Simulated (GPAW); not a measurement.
# Al in GPAW: settings compared, part 2 of 2

GPAW 26.7.0. Earlier steps stand in the parts before.

## 3. Density of states, PBEsol (the (1 1 1) slab of Al, cut from the database cell, not relaxed)

File run.py:

```python
import numpy as np
from ase.dft.bandgap import bandgap
from ase.io import read, write
from gpaw import GPAW, PW, setup_paths

setup_paths.insert(0, '.')

atoms = read('Al.xyz')
atoms.pbc = (True, True, False)

calc = GPAW(mode=PW(450),
            xc='PBEsol',
            kpts={'size': (11, 11, 1), 'gamma': True},
            occupations={'name': 'fermi-dirac', 'width': 0.05},
            nbands=19,
            convergence={'density': 1e-05, 'energy': 1e-05},
            eigensolver='ppcg',
            maxiter=60,
            poissonsolver={'dipolelayer': 'xy'},
            txt='gpaw.txt')
atoms.calc = calc
energy = atoms.get_potential_energy()
forces = atoms.get_forces()
calc.write('gs.gpw')
write('result.traj', atoms)
print(f'Energy: {energy:.6f} eV')
print('Forces (eV/A):')
print(forces.round(4))
print('Fermi level:', round(calc.get_fermi_level(), 4), 'eV')
print(f'Gap: {bandgap(calc)[0]:.4f} eV, direct: {bandgap(calc, direct=True)[0]:.4f} eV')

dense = calc.fixed_density(kpts={'size': (16, 16, 1), 'gamma': True}, update_fermi_level=True,
                           nbands=43, convergence={'bands': 'CBM+6.0', 'eigenstates': 1e-6}, txt='dos.txt')
ef = dense.get_fermi_level()
dos = dense.dos(shift_fermi_level=False)
energies = np.linspace(ef - 14, ef + 6, 401)
spins = [None]
columns = [energies] + [dos.raw_dos(energies, spin=s, width=0.2) for s in spins]
for symbol, l in [('Al', 0), ('Al', 1), ('Al', 2)]:
    for s in spins:
        columns.append(sum(dos.raw_pdos(energies, a=a.index, l=l, spin=s, width=0.2)
                           for a in atoms if a.symbol == symbol))
np.savetxt('dos.dat', np.array(columns).T, fmt='%.4f')
print('Fermi level on the dense mesh:', round(ef, 4), 'eV')
```

File Al.xyz:

```xyz
5
Lattice="2.8623399660 -0.0000000000 0.0000000000 -1.4311699830 2.4788591248 -0.0000000000 0.0000000000 0.0000000000 24.3483631827" Properties=species:S:1:pos:R:3 pbc="T T T"
Al     1.4311699830      0.8262863749      7.5000000000
Al     0.0000000000      1.6525727499      9.8370907957
Al     0.0000000000      0.0000000000     12.1741815913
Al     1.4311699830      0.8262863749     14.5112723870
Al     0.0000000000      1.6525727499     16.8483631827
```

Potentials or basis: PAW data sets generated in the run's folder for this functional, pw.

Run with:

```sh
> gpaw-setup -f PBEsol Al
> OMP_NUM_THREADS=1 python run.py
```

gpaw.txt:

```text
__  _  _
 | _ |_)|_||  |
 |__||  | ||/\| - 26.7.0

Input parameters:
  mode=PW(ecut=450.00000000000006),
  convergence={'density': 1e-05, 'energy': 1e-05},
  eigensolver=PPCG(niter=2, min_niter=1, max_buffer_mem=209715200, blocksize=None, rr_modulo=5, include_cg=True, promote_inner_dtype=False, tolerances=None),
  kpts=MonkhorstPack(size=(11, 11, 1), gamma=True),
  maxiter=60,
  nbands=19,
  occupations=Occupations(name='fermi-dirac', width=0.05),
  poissonsolver=PoissonSolver(dipolelayer='xy'),
  xc=XC(name='PBEsol')

Diagonalizing LCAO Hamiltonian
Converting LCAO to pw mode

        Al

           Al

       Al

        Al

           Al

Atoms  # Å, Bohr magnetons
|   | symbol |        x |        y |         z |    initial magnetic moments |
|---|--------|----------|----------|-----------|-----------------------------|
| 0 |     Al | 1.431170 | 0.826286 |  7.500000 | ( 0.0000,  0.0000,  0.0000) |
| 1 |     Al | 0.000000 | 1.652573 |  9.837091 | ( 0.0000,  0.0000,  0.0000) |
| 2 |     Al | 0.000000 | 0.000000 | 12.174182 | ( 0.0000,  0.0000,  0.0000) |
| 3 |     Al | 1.431170 | 0.826286 | 14.511272 | ( 0.0000,  0.0000,  0.0000) |
| 4 |     Al | 0.000000 | 1.652573 | 16.848363 | ( 0.0000,  0.0000,  0.0000) |

Unit cell  # Å
| periodic |         x |         y |         z |   lengths |     angles |
|----------|-----------|-----------|-----------|-----------|------------|
|      yes |  2.862340 | -0.000000 |  0.000000 |  2.862340 |  90.000000 |
|      yes | -1.431170 |  2.478859 | -0.000000 |  2.862340 |  90.000000 |
|       no |  0.000000 |  0.000000 | 24.348363 | 24.348363 | 120.000000 |

Number of symmetries: 12
Symmetry operations  # r_c * U_cc + t_c -> r_c
|    | kind |            matrix            |
|----|------|------------------------------|
|  0 |  σ   |  1, 1, 0,  0,-1, 0,  0, 0, 1 |
|  1 |  S6  |  1, 1, 0, -1, 0, 0,  0, 0,-1 |
|  2 |  E   |  1, 0, 0,  0, 1, 0,  0, 0, 1 |
|  3 |  C2  |  1, 0, 0, -1,-1, 0,  0, 0,-1 |
|  4 |  C2  |  0, 1, 0,  1, 0, 0,  0, 0,-1 |
|  5 |  C3  |  0, 1, 0, -1,-1, 0,  0, 0, 1 |
|  6 |  S6  |  0,-1, 0,  1, 1, 0,  0, 0,-1 |
|  7 |  σ   |  0,-1, 0, -1, 0, 0,  0, 0, 1 |
|  8 |  σ   | -1, 0, 0,  1, 1, 0,  0, 0, 1 |
|  9 |  i   | -1, 0, 0,  0,-1, 0,  0, 0,-1 |
| 10 |  C3  | -1,-1, 0,  1, 0, 0,  0, 0, 1 |
| 11 |  C2  | -1,-1, 0,  0, 1, 0,  0, 0,-1 |

BZ-sampling:
  Number of BZ points: 121
  Number of IBZ points: 16

  Monkhorst-Pack size: [11, 11, 1]
  Monkhorst-Pack shift: [0, 0, 0]

K-points  # in reciprocal-cell coordinates
|     |                                coordinates |     weight |
|-----|--------------------------------------------|------------|
|   0 | (  0.00000000,   0.00000000,   0.00000000) | 0.00826446 |
|   1 | (  0.09090909,   0.00000000,   0.00000000) | 0.04958678 |
|   2 | (  0.18181818,  -0.09090909,   0.00000000) | 0.04958678 |
|   3 | (  0.18181818,   0.00000000,   0.00000000) | 0.04958678 |
|   4 | (  0.27272727,  -0.09090909,   0.00000000) | 0.09917355 |
|   5 | (  0.27272727,   0.00000000,   0.00000000) | 0.04958678 |
|   6 | (  0.36363636,  -0.18181818,   0.00000000) | 0.04958678 |
|   7 | (  0.36363636,  -0.09090909,   0.00000000) | 0.09917355 |
|   8 | (  0.36363636,   0.00000000,   0.00000000) | 0.04958678 |
|   9 | (  0.36363636,   0.36363636,   0.00000000) | 0.04958678 |
| ... |                                            |            |
|  15 | (  0.45454545,   0.45454545,   0.00000000) | 0.04958678 |

Plane wave coefficients: 3807
Cutoff: 450.00000000000006 eV

Spin-components: 1 (collinear spins)
Bands:           19
Projectors:      25
Spin-degeneracy: 2
Datatype:        complex128

Parallelization:
  kpt:    1
  domain: 1
  band:   1

Density:
  Valence electrons: 15.0
  Components: 1
  Grid points: [ 15  15 120]
  Charge: 0.0  # |e|

Potential:
  Grid points: [ 15  15 120]

species:
  Al:
    name:    Aluminium
    Z:       13.0
    valence: 3
    core:    10
    charge:  0.0  # [|e|]
    compensation charges:
      type: gauss
      rc: 0.34  # [Å]
      lmax: 2
    cutoffs:
      filter: 1.91  # [Å]
      core: 2.36  # [Å]
    projectors
    | kind |    occ | energy [eV] | rcut [Å] |
    |------|--------|-------------|----------|
    |   3s |  2.000 |      -7.715 |    1.085 |
    |   3p |  1.000 |      -2.689 |    1.085 |
    |    s |        |      19.497 |    1.085 |
    |    p |        |      24.522 |    1.085 |
    |    d |        |       0.000 |    1.085 |

    Using partial waves for Al as LCAO basis

Reference energy: -32950.638634  # eV

eigensolver:
  PPCG
  Converge bands: occupied
  niter=2

density mixing:
  MSR1-Mixer
  Pratt-step length: 0.05
  Maximum mixing coefficient: 0.75
  Old densities: 10
  SVD Regularization: 0.005
  Good broyden scale: 1.0
  Trust region scale: 1.0
  Backstep threshold: 4.0
  History deletion threshold: 6.0
  Fourier metric: weight=20.0, sigma=0.015

occupation numbers:
  Fermi-Dirac:
    width: 0.0500  # eV

<gpaw.new.pw.poisson.DipoleLayerPWPoissonSolver object>
xc functional:
  name: PBEsol with 2 nearest neighbor stencil

convergence criteria:
- Maximum integral of absolute [dens]ity change: 1e-05 electrons / valence electron
- Maximum [total energy] change in last 3 cyles: 1e-05 eV / valence electron
- Maximum integral of absolute [eigenst]ate change: 4e-08 eV^2 / valence electron
maximum number of iterations: 60

SCF iterations
|iter     | |      energy | eigst |  dens |
|---------|-|-------------|-------|-------|
|iter:   1| |  -19.773654 | -0.14 |       |
|iter:   2| |  -19.661454 | -1.61 | -0.89 |
|iter:   3| |  -19.854132 | -2.41 | -0.95 |
|iter:   4| |  -19.569645 | -2.83 | -1.03 |
|iter:   5| |  -19.544829 | -3.17 | -1.39 |
|iter:   6| |  -19.544161 | -4.17 | -2.11 |
|iter:   7| |  -19.544019 | -5.24 | -2.66 |
|iter:   8| |  -19.544065c| -6.19 | -3.20 |
|iter:   9| |  -19.544049c| -7.04 | -3.58 |
|iter:  10| |  -19.544051c| -7.73c| -4.44 |
|iter:  11| |  -19.544051c| -8.28c| -5.16c|

Converged in 11 steps
Energy contributions relative to reference atoms: (reference = -32950.638634)

Energy contributions:
  Kinetic:          16.242408
  Coulomb:          -8.312721
  Zero:             -0.028491
  External:          0.000000
  Xc:              -27.434448
  Entropy:          -0.021597
  Spinorbit:         0.000000
  ----------------------------
  Free energy:     -19.554849
  Extrapolated:    -19.544051

dipole moment: (-2.459609, -4.260168, -0.000030)  # |e|*Ang

Fermi level: 1.325
Eigenvalues  # (at kpt = [0.000, 0.000, 0.000])
| band index |      eig [eV] | occ [0-2] |
|------------|---------------|-----------|
|          0 |        -9.562 |     2.000 |
|          1 |        -8.856 |     2.000 |
|          2 |        -7.750 |     2.000 |
|          3 |        -6.212 |     2.000 |
|          4 |        -4.307 |     2.000 |
|          5 |        -2.275 |     2.000 |
|          6 |         0.138 |     2.000 |
|          7 |         2.507 |     0.000 |
|          8 |         4.360 |     0.000 |
|          9 |         5.420 |     0.000 |
|         10 |         5.572 |     0.000 |
|         11 |         7.331 |     0.000 |
|         12 |         7.470 |     0.000 |
|         13 |        10.040 |     0.000 |
|         14 |        10.119 |     0.000 |
|        ... |               |           |
|         18 |        12.247 |     0.000 |

No gap
No difference between direct/indirect transitions
vacuum-level: 5.411  # V
Workfunctions: 4.086, 4.086 eV (top, bottom)

Forces  # eV/Ang
|        x |        y |        z |
|----------|----------|----------|
| -0.00000 | -0.00000 |  0.00551 |  # Al   0
| -0.00000 |  0.00000 |  0.08569 |  # Al   1
| -0.00000 |  0.00000 |  0.00000 |  # Al   2
|  0.00000 |  0.00000 | -0.08569 |  # Al   3
|  0.00000 |  0.00000 | -0.00551 |  # Al   4

# Writing to gs.gpw (mode='')
```

Wall time 50 s (1 thread of Arm Neoverse V2, shared host); peak memory 0.32 GiB.

What came out:

```
Free energy                          : -19.5548 eV
Largest force                        : 0.086 eV/Å
Band gap on the k mesh               : none (metal or under the smearing width)
Density of states at the Fermi level : 2.46 states/eV per cell
```

Forces on the atoms (eV/Å):
```
Al   0.000  0.000  0.006
Al   0.000  0.000  0.086
Al   0.000  0.000  0.000
Al   0.000  0.000 -0.086
Al   0.000  0.000 -0.006
```

Levels at points of the mesh, in eV from the Fermi level:
```
           k point  band 3  band 4  band 5  band 6  band 7  band 8  band 9  band 10  band 11  band 12
(0.00, 0.00, 0.00)   -9.07   -7.54   -5.63   -3.60   -1.19    1.18    3.03     4.09     4.25     6.01
```

States per cell in windows of 0.5 eV (zero at the Fermi level; states under -8 eV left out):
| from (eV) | total |
| --- | --- |
| -8.0 | 0.43 |
| -7.5 | 0.64 |
| -7.0 | 0.57 |
| -6.5 | 0.68 |
| -6.0 | 0.65 |
| -5.5 | 0.75 |
| -5.0 | 0.79 |
| -4.5 | 0.81 |
| -4.0 | 0.80 |
| -3.5 | 1.05 |
| -3.0 | 0.88 |
| -2.5 | 1.03 |
| -2.0 | 0.87 |
| -1.5 | 0.86 |
| -1.0 | 1.21 |
| -0.5 | 1.07 |
| 0.0 | 1.11 |
| 0.5 | 1.09 |
| 1.0 | 1.16 |
| 1.5 | 1.35 |
| 2.0 | 1.21 |
| 2.5 | 1.42 |
| 3.0 | 1.50 |
| 3.5 | 1.26 |
| 4.0 | 1.72 |
| 4.5 | 1.66 |
| 5.0 | 1.64 |
| 5.5 | 1.93 |
